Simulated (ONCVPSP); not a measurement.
**Pseudopotential generation for samarium: ONCV, PBE**

Do these settings give a usable potential? It is generated, then checked for transferability, scattering, ghosts and hardness.

The numbers are computed with ONCVPSP 4.0.1 (PBE, scalar-relativistic, spin-unpolarised reference atom).

## Step 1: Starting point

The settings as typed:

```
element                 : samarium (Sm, Z = 62)
type                    : optimised norm-conserving Vanderbilt (ONCV)
frozen core             : [Kr]
valence charge          : 26
reference configuration : 4d10 4f6 5s2 5p6 6s2
partial waves           : 5s+6s: rc 2.75 bohr, ncon 4, nbas 7, qcut 5 1/bohr, 2 projectors; 5p: rc 2.30 bohr, ncon 4, nbas 7, qcut 5.8 1/bohr, 2 projectors, debl 3 Ha; 4d: rc 0.80 bohr, ncon 3, nbas 7, qcut 18.2 1/bohr, 2 projectors, debl 3.5 Ha; 4f: rc 1.65 bohr, ncon 5, nbas 9, qcut 11 1/bohr, 2 projectors, debl 3.4 Ha
local potential         : polynomial inside 0.55 bohr (lpopt 5, dvloc0 0 Ha)
core correction         : not asked for
```

The nodes and maxima of the atom's own shells, from an earlier all-electron run, set the scale for the radii.

All-electron outer shells of the reference configuration (PBE, scalar-relativistic, ld1.x):

| shell | level (eV) | outermost node (bohr) | outermost maximum (bohr) |
| --- | --- | --- | --- |
| 4d | -128.80 | 0.28 | 0.59 |
| 5s | -43.27 | 0.69 | 1.27 |
| 5p | -23.23 | 0.73 | 1.43 |
| 6s | -3.58 | 1.70 | 3.66 |
| 4f | -2.47 | – | 0.61 |
| 5d | -1.68 | 0.84 | 2.17 |
| 6p | -1.21 | 2.06 | 4.94 |

## Step 2: Generating the potential

Input file Sm.dat:

```
# ATOM AND REFERENCE CONFIGURATION
# atsym  z   nc   nv     iexc    psfile
  Sm 62.00    8    5        4      upf
#
#   n    l    f
    1    0    2.00
    2    0    2.00
    2    1    6.00
    3    0    2.00
    3    1    6.00
    3    2   10.00
    4    0    2.00
    4    1    6.00
    4    2   10.00
    4    3    6.00
    5    0    2.00
    5    1    6.00
    6    0    2.00
#
# PSEUDOPOTENTIAL AND OPTIMIZATION
# lmax
    3
#
#   l,   rc,      ep,       ncon, nbas, qcut
    0    2.75    0.00    4    7    5.00
    1    2.30    0.00    4    7    5.80
    2    0.80    0.00    3    7   18.20
    3    1.65    0.00    5    9   11.00
#
# LOCAL POTENTIAL
# lloc, lpopt,  rc(5),   dvloc0
    4    5    0.55    0.00
#
# VANDERBILT-KLEINMAN-BYLANDER PROJECTORs
# l, nproj, debl
    0    2    0.90
    1    2    3.00
    2    2    3.50
    3    2    3.40
#
# MODEL CORE CHARGE
# icmod, fcfact, rcfact
    0    0.00    0.00
#
# LOG DERIVATIVE ANALYSIS
# epsh1, epsh2, depsh
   -6.00    5.00    0.04
#
# OUTPUT GRID
# rlmax, drl
    6.00    0.01
#
# TEST CONFIGURATIONS
# ncnf
    4
# nvcnf
#   n    l    f
    5
    4    2   10.00
    4    3    6.00
    5    0    2.00
    5    1    6.00
    6    0    1.00
#
    5
    4    2   10.00
    4    3    6.00
    5    0    2.00
    5    1    6.00
    6    0    0.00
#
    5
    4    2   10.00
    4    3    5.00
    5    0    2.00
    5    1    6.00
    6    0    0.00
#
    5
    4    2   10.00
    4    3    5.00
    5    0    2.00
    5    1    6.00
    6    0    2.00
#
```

Command:

```bash
oncvpsp.x < Sm.dat > Sm.out
```

Q: Predict the outcome of this session. Wanted: cutoffs for 1 and 0.1 mHa per electron, occupied waves; bound ghosts; GHOST(+) flags; largest phase difference near zero energy, channels read; projector energies reset by the program.

**Answer**, as computed:

| quantity | value |
| --- | --- |
| cutoffs for 1 and 0.1 mHa per electron, occupied waves | 102 Ha and 119 Ha |
| bound ghosts | s at -943.67 eV, s at -44.06 eV, p at -497.63 eV |
| GHOST(+) flags | none at low energy |
| largest phase difference near zero energy, channels read | 0.004 rad |
| projector energies reset by the program | d: -4.733, 0.250 Ha |

In words: It has a bound ghost (s, p), a state that the atom doesn't have, and that rules the file out. By its cutoff, 102 Ha for the looser tolerance, it is very hard. At the looser tolerance the 4d wave is the slowest; 4f needs 52 Ha. Near zero energy the phases of the channels with partial waves agree within 0.004 rad. All of this concerns the isolated atom, not yet a solid.
